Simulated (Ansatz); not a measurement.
Write a Python script for Ansatz 0.2.0, Python API that makes harmonic frequencies at the relaxed geometry of F2H4OSi2, SMILES O[SiH2][SiH](F)F. Level of theory (for the species named): B3LYP, def2-SVP basis, multiplicity 1, D3BJ dispersion.

`f2h4osi2.xyz`
```text
9

O     0.83080    1.07690    1.55360
Si    0.90690    0.32210    0.08270
Si   -1.04800   -0.88600   -0.48890
F    -0.79430   -1.52400   -1.94080
F    -2.28680    0.08530   -0.49530
H     0.39050    2.02580    1.50820
H     1.21190    1.36960   -0.93580
H     2.13220   -0.55510    0.14790
H    -1.25450   -1.96080    0.55120
```

Script `freq_f2h4osi2.py`:
```python
"""Vibrations of F2H4OSi2."""

from dataclasses import dataclass
import logging
import sys

import ansatz as az
from ase import Atoms
from ase.thermochemistry import IdealGasThermo
import numpy as np

logging.basicConfig(stream=sys.stdout, format="%(name)s: %(message)s")
logger = logging.getLogger("ansatz_job")
logger.setLevel(logging.INFO)


@dataclass(frozen=True)
class RunConfig:
    basis: str = "def2-SVP"
    functional: str = "B3LYP"
    vdw: str = "d3bj"


cfg = RunConfig()


def main() -> None:
    system = az.Crystal.molecule_from_extxyz("f2h4osi2.xyz")

    calculation = (
        system.calculation()
        .basis(gaussian=cfg.basis)
        .functional(cfg.functional, dispersion=cfg.vdw)
    )
    symbols = [site.symbol for site in system.cartesian_sites]
    start = np.array([site.position_ang for site in system.cartesian_sites], dtype=float)
    def progress(event):
        if event["event"] == "relax_step":
            row = event["data"]
            logger.info(f"step {row['step']:3d}  E = {row['lagrangian_ev']:.6f} eV  max force {row['allowed_force_max_ev_ang']:.4f} eV/A")


    summary = calculation.relax(force_tolerance=0.003).session().plan().execute(on_event=progress).report
    end = np.array(summary["positions_ang"])

    logger.info("bond        before    after (A)")
    for i, j in [(0, 1), (0, 5), (1, 2), (1, 6), (1, 7), (2, 3), (2, 4), (2, 8)]:
        d0, d1 = (np.linalg.norm(xyz[i] - xyz[j]) for xyz in (start, end))
        print(f"{symbols[i]}{i}-{symbols[j]}{j}".ljust(10), f"{d0:8.4f} {d1:8.4f}")

    # frequencies need a stationary point, so they are taken at the relaxed geometry
    minimum = az.Crystal.molecule()
    for symbol, xyz in zip(symbols, end):
        minimum = minimum.atom(symbol, xyz.tolist())
    vibrating = (
        minimum.calculation()
        .basis(gaussian=cfg.basis)
        .functional(cfg.functional, dispersion=cfg.vdw)
        .phonons(temperatures=(298.15, 498.15, 100))
    )
    vib = vibrating.run(threads=1).report["vibrations"]
    sums = vib["harmonic_sums"]
    modes = [m["omega_inv_cm"] for m in sums["modes_at_gamma"] if m["rigid_motion"] == "no"]
    for number, w in enumerate(modes, start=1):
        logger.info(f"mode {number:2d} {w:9.1f} 1/cm {w / 8065.544 * 1000:8.2f} meV")
    print("imaginary modes:", sum(w < 0 for w in modes), " zero-point energy:", round(sums["zero_point_energy_ev"], 4), "eV")
    # rigid rotor and ideal gas, symmetry number taken as one
    gas = IdealGasThermo(vib_energies=[w / 8065.544 for w in modes if w > 0], geometry="linear" if len(modes) == 3 * len(symbols) - 5 else "nonlinear",
                         atoms=Atoms(symbols, positions=end), symmetrynumber=1, spin=0.0)
    logger.info(f"H(298 K) - E = {gas.get_enthalpy(298.15, verbose=False):.4f} eV")
    logger.info(f"S(298 K, 1 bar) = {96485.33 * gas.get_entropy(298.15, 1e5, verbose=False):.1f} J/(mol K) with symmetry number 1")


if __name__ == "__main__":
    main()
```

Output of `python freq_f2h4osi2.py`:
```text
ansatz_job: step   1  E = -23295.218530 eV  max force 3.1890 eV/A
ansatz_job: step   2  E = -23295.467749 eV  max force 1.1479 eV/A
ansatz_job: step   3  E = -23295.532699 eV  max force 0.5371 eV/A
ansatz_job: step   4  E = -23295.545841 eV  max force 0.2768 eV/A
ansatz_job: step   5  E = -23295.551794 eV  max force 0.2178 eV/A
ansatz_job: step   6  E = -23295.555360 eV  max force 0.0594 eV/A
ansatz_job: step   7  E = -23295.557339 eV  max force 0.0383 eV/A
ansatz_job: step   8  E = -23295.550243 eV  max force 0.6856 eV/A
ansatz_job: step   9  E = -23295.557853 eV  max force 0.0498 eV/A
ansatz_job: step  10  E = -23295.557897 eV  max force 0.1890 eV/A
ansatz_job: step  11  E = -23295.558474 eV  max force 0.0639 eV/A
ansatz_job: step  12  E = -23295.558632 eV  max force 0.0068 eV/A
ansatz_job: step  13  E = -23295.558686 eV  max force 0.0057 eV/A
ansatz_job: step  14  E = -23295.558718 eV  max force 0.0143 eV/A
ansatz_job: step  15  E = -23295.558723 eV  max force 0.0121 eV/A
ansatz_job: step  16  E = -23295.558731 eV  max force 0.0066 eV/A
ansatz_job: step  17  E = -23295.558733 eV  max force 0.0039 eV/A
ansatz_job: step  18  E = -23295.558733 eV  max force 0.0008 eV/A
ansatz_job: bond        before    after (A)
O0-Si1       1.6550   1.6739
O0-H5        1.0471   0.9652
Si1-Si2      2.3681   2.3498
Si1-H6       1.4925   1.4950
Si1-H7       1.5083   1.4856
Si2-F3       1.6061   1.6247
Si2-F4       1.5742   1.6299
Si2-H8       1.5098   1.4860
ansatz_job: mode  1      30.3 1/cm     3.75 meV
ansatz_job: mode  2      81.2 1/cm    10.07 meV
ansatz_job: mode  3     182.5 1/cm    22.63 meV
ansatz_job: mode  4     213.6 1/cm    26.48 meV
ansatz_job: mode  5     268.9 1/cm    33.33 meV
ansatz_job: mode  6     307.4 1/cm    38.12 meV
ansatz_job: mode  7     433.4 1/cm    53.73 meV
ansatz_job: mode  8     534.0 1/cm    66.21 meV
ansatz_job: mode  9     714.8 1/cm    88.63 meV
ansatz_job: mode 10     806.0 1/cm    99.94 meV
ansatz_job: mode 11     815.5 1/cm   101.11 meV
ansatz_job: mode 12     823.8 1/cm   102.14 meV
ansatz_job: mode 13     837.9 1/cm   103.89 meV
ansatz_job: mode 14     896.6 1/cm   111.17 meV
ansatz_job: mode 15     922.6 1/cm   114.38 meV
ansatz_job: mode 16     939.9 1/cm   116.53 meV
ansatz_job: mode 17     950.3 1/cm   117.83 meV
ansatz_job: mode 18    2201.1 1/cm   272.90 meV
ansatz_job: mode 19    2246.4 1/cm   278.52 meV
ansatz_job: mode 20    2257.8 1/cm   279.94 meV
ansatz_job: mode 21    3862.5 1/cm   478.89 meV
imaginary modes: 0  zero-point energy: 1.2601 eV
ansatz_job: H(298 K) - E = 1.4913 eV
ansatz_job: S(298 K, 1 bar) = 366.8 J/(mol K) with symmetry number 1
```

Total energies depend on the basis set; only differences at equal settings carry meaning. The frequencies are harmonic and unscaled, in a modest basis. The result belongs to the one conformer reached from this start, and soft torsions count as harmonic oscillators. b3lyp holds the VWN-RPA fit, as in Gaussian; the form of ORCA and Turbomole is b3lyp5. The entropy takes a symmetry number of 1; a symmetric molecule's is lower by R ln(sigma). Wall time of the script: 2.3 min on 1 thread of Intel(R) Xeon(R) 6975P-C (Granite Rapids), on a shared host, peak memory 0.33 GiB.

(A comment or docstring line of the script was reworded after the run, the code is as it ran; lines on the test bed's own set-up are left out of the output.)
